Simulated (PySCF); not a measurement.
**A gas-phase reaction: H5NSi + BCl3 → BCl2H4NSi + ClH**

Aim: the reaction energy of `N[SiH3]` + `ClB(Cl)Cl` → `[SiH3]NB(Cl)Cl` + `Cl`.

Programs: PySCF 2.14.0. All values are calculated, for the isolated system unless a continuum is named. Atoms count from 0, parts from 1.

## 1. The system as given

Each species was relaxed by itself at PBE0-D3(BJ)/def2-SVPD.

## 2. Reaction energy: wB97M-D3(BJ)/def2-TZVPD

Job settings and geometry (Å):

```
{"job": {"kind": "react", "xc": "wB97M-D3(BJ)", "basis": "def2-TZVPD"}, "charge": 0, "multiplicity": 1}
-1 H5NSi charge 0 multiplicity 1
Si    -0.584130     0.023250    -0.347930
N      0.959280    -0.119840     0.442400
H     -1.118180    -1.354600    -0.553310
H     -1.623260     0.807520     0.397750
H     -0.360980     0.699690    -1.658850
H      1.566740     0.686480     0.509550
H      1.052720    -0.705460     1.262150

-1 BCl3 charge 0 multiplicity 1
Cl    -0.821710     1.529660     0.005400
B      0.014150    -0.000880     0.002370
Cl    -0.893680    -1.489790     0.002430
Cl     1.757540    -0.042420    -0.000100

+1 BCl2H4NSi charge 0 multiplicity 1
Si     0.278240     1.224810     0.588200
N      0.041590    -0.525990     0.412020
B     -0.142260    -1.209100    -0.787470
Cl    -0.149950    -0.308330    -2.315430
Cl    -0.370550    -2.962030    -0.834690
H      0.425330     1.458470     2.052440
H     -0.902990     1.962330     0.064110
H      1.508380     1.656040    -0.129220
H      0.037860    -1.085490     1.257640

+1 ClH charge 0 multiplicity 1
Cl     0.644720     0.003830    -0.001490
H     -0.643480    -0.002150     0.002250
```

With the program's defaults for keys left out, this is: wB97M-D3(BJ)/def2-TZVPD reaction energy of separated species, gas phase.

Launch:

```sh
$ OMP_NUM_THREADS=1 python cluster_run.py task.json out
```

The driver reads the jobs from task.json and runs them one after another.

Log:

```text
species 1 (H5NSi)
coarse grid: 23896 points
cycle   1  E = -347.3221093807  dE = -1.526e-01  |g| = 3.383e-01  |ddm| = 1.759e+00
cycle   2  E = -347.3299777617  dE = -7.868e-03  |g| = 3.132e-01  |ddm| = 3.550e-01
cycle   3  E = -347.3487512342  dE = -1.877e-02  |g| = 2.771e-02  |ddm| = 1.541e-01
cycle   4  E = -347.3489894876  dE = -2.383e-04  |g| = 7.950e-03  |ddm| = 3.490e-02
cycle   5  E = -347.3490085998  dE = -1.911e-05  |g| = 1.393e-03  |ddm| = 1.271e-02
cycle   6  E = -347.3490096553  dE = -1.056e-06  |g| = 3.532e-04  |ddm| = 3.811e-03
final grid: 49784 points
cycle   7  E = -347.3489905866  dE = -8.795e-08  |g| = 1.697e-04  |ddm| = 2.437e-03
cycle   8  E = -347.3489905965  dE = -9.923e-09  |g| = 1.448e-04  |ddm| = 6.065e-04
cycle   9  E = -347.3489906010  dE = -4.412e-09  |g| = 2.800e-05  |ddm| = 9.893e-05
cycle  10  E = -347.3489906016  dE = -6.681e-10  |g| = 9.613e-06  |ddm| = 1.391e-04
converged SCF energy = -347.3489906016

species 2 (BCl3)
coarse grid: 24128 points
cycle   1  E = -1405.7116474045  dE =  5.922e-01  |g| = 4.661e-01  |ddm| = 1.597e+00
cycle   2  E = -1405.7192805932  dE = -7.633e-03  |g| = 5.107e-01  |ddm| = 7.102e-01
cycle   3  E = -1405.7819402423  dE = -6.266e-02  |g| = 2.519e-02  |ddm| = 3.202e-01
cycle   4  E = -1405.7822423352  dE = -3.021e-04  |g| = 6.439e-03  |ddm| = 4.100e-02
cycle   5  E = -1405.7822727244  dE = -3.039e-05  |g| = 1.665e-03  |ddm| = 1.305e-02
cycle   6  E = -1405.7822736326  dE = -9.082e-07  |g| = 4.515e-04  |ddm| = 2.183e-03
final grid: 46448 points
cycle   7  E = -1405.7821436166  dE = -1.282e-07  |g| = 2.013e-04  |ddm| = 1.253e-03
cycle   8  E = -1405.7821436300  dE = -1.337e-08  |g| = 1.462e-04  |ddm| = 2.996e-04
cycle   9  E = -1405.7821436356  dE = -5.598e-09  |g| = 3.587e-05  |ddm| = 1.045e-04
cycle  10  E = -1405.7821436364  dE = -8.365e-10  |g| = 1.587e-05  |ddm| = 5.294e-05
converged SCF energy = -1405.7821436364

species 3 (BCl2H4NSi)
coarse grid: 39232 points
cycle   1  E = -1292.2232776620  dE =  4.940e-01  |g| = 4.495e-01  |ddm| = 2.375e+00
cycle   2  E = -1292.2515774095  dE = -2.830e-02  |g| = 3.865e-01  |ddm| = 7.587e-01
cycle   3  E = -1292.2822531440  dE = -3.068e-02  |g| = 3.957e-02  |ddm| = 2.692e-01
cycle   4  E = -1292.2827673381  dE = -5.142e-04  |g| = 1.967e-02  |ddm| = 6.425e-02
cycle   5  E = -1292.2828590663  dE = -9.173e-05  |g| = 6.557e-03  |ddm| = 2.372e-02
cycle   6  E = -1292.2828700952  dE = -1.103e-05  |g| = 2.126e-03  |ddm| = 7.653e-03
cycle   7  E = -1292.2828713125  dE = -1.217e-06  |g| = 4.066e-04  |ddm| = 2.397e-03
final grid: 79112 points
cycle   8  E = -1292.2827602191  dE = -1.228e-07  |g| = 2.962e-04  |ddm| = 5.710e-03
cycle   9  E = -1292.2827602323  dE = -1.319e-08  |g| = 2.601e-04  |ddm| = 8.859e-04
cycle  10  E = -1292.2827602490  dE = -1.673e-08  |g| = 3.262e-05  |ddm| = 1.977e-04
cycle  11  E = -1292.2827602498  dE = -7.583e-10  |g| = 1.926e-05  |ddm| = 1.188e-04
converged SCF energy = -1292.2827602498

species 4 (ClH)
coarse grid: 8792 points
cycle   1  E = -460.8503331355  dE = -8.165e-02  |g| = 2.169e-01  |ddm| = 7.239e-01
cycle   2  E = -460.8625126923  dE = -1.218e-02  |g| = 1.397e-01  |ddm| = 2.651e-01
cycle   3  E = -460.8670521144  dE = -4.539e-03  |g| = 1.358e-02  |ddm| = 9.818e-02
cycle   4  E = -460.8670931974  dE = -4.108e-05  |g| = 3.364e-03  |ddm| = 9.545e-03
cycle   5  E = -460.8670994458  dE = -6.248e-06  |g| = 8.516e-04  |ddm| = 3.915e-03
final grid: 17120 points
cycle   6  E = -460.8670682068  dE = -3.716e-07  |g| = 3.676e-04  |ddm| = 8.894e-04
cycle   7  E = -460.8670682531  dE = -4.628e-08  |g| = 1.618e-04  |ddm| = 3.981e-04
cycle   8  E = -460.8670682596  dE = -6.574e-09  |g| = 4.221e-05  |ddm| = 1.295e-04
cycle   9  E = -460.8670682610  dE = -1.314e-09  |g| = 3.977e-06  |ddm| = 6.532e-05
cycle  10  E = -460.8670682610  dE = -5.798e-12  |g| = 8.167e-07  |ddm| = 3.314e-06
converged SCF energy = -460.8670682610

Reaction energy = -12.787 kcal/mol
```

It took 42 s on 1 thread of Arm Neoverse V1, shared host; peak memory 0.82 GiB.

Species by species (with the dispersion term, which the log's SCF energies lack):

```
 ν         species  energy (Eh)  HOMO (eV)
-1         N[SiH3]   -347.35422      -9.86
-1       ClB(Cl)Cl  -1405.78726     -11.46
+1  [SiH3]NB(Cl)Cl  -1292.29424     -10.85
+1              Cl   -460.86761     -11.93
```

## 3. Reaction energy: PBE0-D3(BJ)/def2-TZVPD

The job, as its differences from that of step 2:

```diff
@@ -1,2 +1,2 @@
-{"job": {"kind": "react", "xc": "wB97M-D3(BJ)", "basis": "def2-TZVPD"}, "charge": 0, "multiplicity": 1}
+{"job": {"kind": "react", "xc": "PBE0", "basis": "def2-TZVPD", "disp": "d3bj"}, "charge": 0, "multiplicity": 1}
 -1 H5NSi charge 0 multiplicity 1
```

Method: PBE0-D3(BJ)/def2-TZVPD reaction energy of separated species, gas phase.

Log:

```text
species 1 (H5NSi)
coarse grid: 5792 points
cycle   1  E = -347.0794187679  dE = -1.240e-01  |g| = 3.996e-01  |ddm| = 1.779e+00
cycle   2  E = -347.0430396206  dE =  3.638e-02  |g| = 5.693e-01  |ddm| = 5.076e-01
cycle   3  E = -347.1123578235  dE = -6.932e-02  |g| = 3.328e-02  |ddm| = 3.093e-01
cycle   4  E = -347.1126138502  dE = -2.560e-04  |g| = 5.342e-03  |ddm| = 2.723e-02
cycle   5  E = -347.1126195834  dE = -5.733e-06  |g| = 8.077e-04  |ddm| = 5.512e-03
final grid: 49784 points
cycle   6  E = -347.1077701044  dE = -1.341e-05  |g| = 5.084e-03  |ddm| = 2.233e-02
cycle   7  E = -347.1077646352  dE =  5.469e-06  |g| = 7.221e-03  |ddm| = 6.187e-03
cycle   8  E = -347.1077751103  dE = -1.048e-05  |g| = 3.304e-04  |ddm| = 3.658e-03
cycle   9  E = -347.1077751346  dE = -2.427e-08  |g| = 6.608e-05  |ddm| = 2.842e-04
cycle  10  E = -347.1077751356  dE = -1.029e-09  |g| = 1.626e-05  |ddm| = 7.203e-05
cycle  11  E = -347.1077751357  dE = -7.549e-11  |g| = 2.678e-06  |ddm| = 1.504e-05
converged SCF energy = -347.1077751357

species 2 (BCl3)
coarse grid: 5960 points
cycle   1  E = -1405.1133096437  dE =  4.725e-01  |g| = 2.897e-01  |ddm| = 1.689e+00
cycle   2  E = -1405.0934415184  dE =  1.987e-02  |g| = 4.161e-01  |ddm| = 5.281e-01
cycle   3  E = -1405.1363420818  dE = -4.290e-02  |g| = 4.628e-02  |ddm| = 2.893e-01
cycle   4  E = -1405.1368103107  dE = -4.682e-04  |g| = 1.612e-02  |ddm| = 4.375e-02
cycle   5  E = -1405.1368649141  dE = -5.460e-05  |g| = 1.007e-03  |ddm| = 1.211e-02
cycle   6  E = -1405.1368651467  dE = -2.326e-07  |g| = 1.039e-04  |ddm| = 1.373e-03
final grid: 46448 points
cycle   7  E = -1405.1370131709  dE = -2.060e-05  |g| = 3.738e-03  |ddm| = 2.718e-02
cycle   8  E = -1405.1370132458  dE = -7.484e-08  |g| = 2.901e-03  |ddm| = 4.809e-03
cycle   9  E = -1405.1370148493  dE = -1.603e-06  |g| = 1.130e-03  |ddm| = 2.461e-03
cycle  10  E = -1405.1370151599  dE = -3.106e-07  |g| = 1.155e-04  |ddm| = 7.589e-04
cycle  11  E = -1405.1370151629  dE = -2.969e-09  |g| = 2.261e-05  |ddm| = 1.066e-04
cycle  12  E = -1405.1370151630  dE = -1.041e-10  |g| = 9.783e-06  |ddm| = 2.599e-05
converged SCF energy = -1405.1370151630

species 3 (BCl2H4NSi)
coarse grid: 9504 points
cycle   1  E = -1291.5653129249  dE =  3.699e-01  |g| = 3.976e-01  |ddm| = 2.519e+00
cycle   2  E = -1291.5503620161  dE =  1.495e-02  |g| = 4.919e-01  |ddm| = 6.171e-01
cycle   3  E = -1291.5987667682  dE = -4.840e-02  |g| = 7.386e-02  |ddm| = 3.163e-01
cycle   4  E = -1291.5999626042  dE = -1.196e-03  |g| = 2.784e-02  |ddm| = 7.932e-02
cycle   5  E = -1291.6001161318  dE = -1.535e-04  |g| = 6.167e-03  |ddm| = 2.459e-02
cycle   6  E = -1291.6001235130  dE = -7.381e-06  |g| = 2.787e-03  |ddm| = 6.097e-03
final grid: 79112 points
cycle   7  E = -1291.5965394798  dE = -3.265e-05  |g| = 5.123e-03  |ddm| = 1.043e-01
cycle   8  E = -1291.5965367859  dE =  2.694e-06  |g| = 5.856e-03  |ddm| = 8.063e-03
cycle   9  E = -1291.5965436493  dE = -6.863e-06  |g| = 8.687e-04  |ddm| = 4.061e-03
cycle  10  E = -1291.5965438139  dE = -1.645e-07  |g| = 1.817e-04  |ddm| = 7.028e-04
cycle  11  E = -1291.5965438201  dE = -6.239e-09  |g| = 7.483e-05  |ddm| = 1.911e-04
cycle  12  E = -1291.5965438215  dE = -1.398e-09  |g| = 1.944e-05  |ddm| = 6.406e-05
cycle  13  E = -1291.5965438216  dE = -8.276e-11  |g| = 2.339e-06  |ddm| = 1.740e-05
converged SCF energy = -1291.5965438216

species 4 (ClH)
coarse grid: 2248 points
cycle   1  E = -460.6537841016  dE = -4.644e-02  |g| = 1.882e-01  |ddm| = 7.411e-01
cycle   2  E = -460.6558528457  dE = -2.069e-03  |g| = 1.902e-01  |ddm| = 3.151e-01
cycle   3  E = -460.6653816534  dE = -9.529e-03  |g| = 1.506e-02  |ddm| = 1.513e-01
cycle   4  E = -460.6654037106  dE = -2.206e-05  |g| = 2.693e-03  |ddm| = 7.323e-03
cycle   5  E = -460.6654052584  dE = -1.548e-06  |g| = 1.111e-03  |ddm| = 2.553e-03
final grid: 17120 points
cycle   6  E = -460.6658903191  dE = -4.429e-06  |g| = 2.164e-03  |ddm| = 7.339e-03
cycle   7  E = -460.6658903487  dE = -2.955e-08  |g| = 1.795e-03  |ddm| = 2.512e-03
cycle   8  E = -460.6658909662  dE = -6.176e-07  |g| = 1.533e-04  |ddm| = 1.363e-03
cycle   9  E = -460.6658909731  dE = -6.902e-09  |g| = 2.148e-05  |ddm| = 1.086e-04
cycle  10  E = -460.6658909732  dE = -1.015e-10  |g| = 4.933e-06  |ddm| = 1.682e-05
converged SCF energy = -460.6658909732

Reaction energy = -12.027 kcal/mol
```

Wall time 21 s (1 thread of Arm Neoverse V1, shared host); peak memory 0.7 GiB.

Reaction energy at this level: -12.03 kcal/mol.

## 4. Comparing the runs

Energies in kcal/mol, with wall time:

```
                    run  reaction  time
wB97M-D3(BJ)/def2-TZVPD    -12.79  42 s
 PBE0-D3(BJ)/def2-TZVPD    -12.03  21 s
```

## 5. Summary of results

```
                                                quantity                      value
               reaction energy (wB97M-D3(BJ)/def2-TZVPD)            -12.79 kcal/mol
                     ΔH, ΔG at 298 K (xTB thermal terms)      -13.9, -13.0 kcal/mol
range of the reaction energy over the runs of this table  -12.79 to -12.03 kcal/mol
```

What this shows: The reaction is exothermic by 13.9 kcal/mol in the gas phase; dispersion gives -1.06, and xTB itself gave -17.93 for the electronic energy (xTB energies and thermal terms come from the earlier relaxation of each species, not shown). No barrier was sought. The reaction energy runs from -12.79 (wB97M-D3(BJ)/def2-TZVPD) to -12.03 kcal/mol (PBE0-D3(BJ)/def2-TZVPD).
